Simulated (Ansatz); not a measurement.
# HMoO: the cost of one run

The runs use Ansatz 0.2.0, Gaussian basis; def2-QZVPP, core rule «outside noble gas», up to 5 orbitals frozen.

The runs, in order: UHF; ROHF; CCSD(T) on UHF.

## 1. The system

The geometry is a PBE0/def2-TZVP stationary point (not a proven minimum) of the parent state, kept for this charge and spin. No spin-orbit coupling is included. Elements past krypton take def2 core potentials.

3 atoms, charge 0, spin multiplicity 6.

Atoms are counted from 1 here; the program's logs count them from 0.

Bond lengths: Mo1–O2 1.664 Å, Mo1–H3 1.736 Å. Angles: O2–Mo1–H3 119.1°.

Geometry (Å):

```xyz
3
HMoO
Mo    0.0000   -0.0347    0.2259
O     0.0000    0.1198   -1.4306
H     0.0000    1.3964    1.2079
```

## 2. UHF

in.yaml reads:

```yaml
crystal:
  periodic: [false, false, false]
  atoms:
    - {symbol: Mo, position_ang: [0.000000, -0.034652, 0.225883]}
    - {symbol: O, position_ang: [0.000000, 0.119816, -1.430599]}
    - {symbol: H, position_ang: [0.000000, 1.396431, 1.207924]}
basis:
  gaussian: {orbitals: "def2-QZVPP.json"}
magnetization: {spin_polarized: true, initial_magnetization: 5}
hamiltonian: {xc: hf}
output: {orbitals: {seedname: orbitals}}
```

The run is started by

```
$ ansatz run in.yaml --threads 1 --pin off --events-out ev --progress --plain --max-ram 4096MiB --backend cpu
```

What time and memory should one allow on 1 thread of AMD EPYC 7R13, shared host?

About 21 s, with a peak of 0.38 GiB.
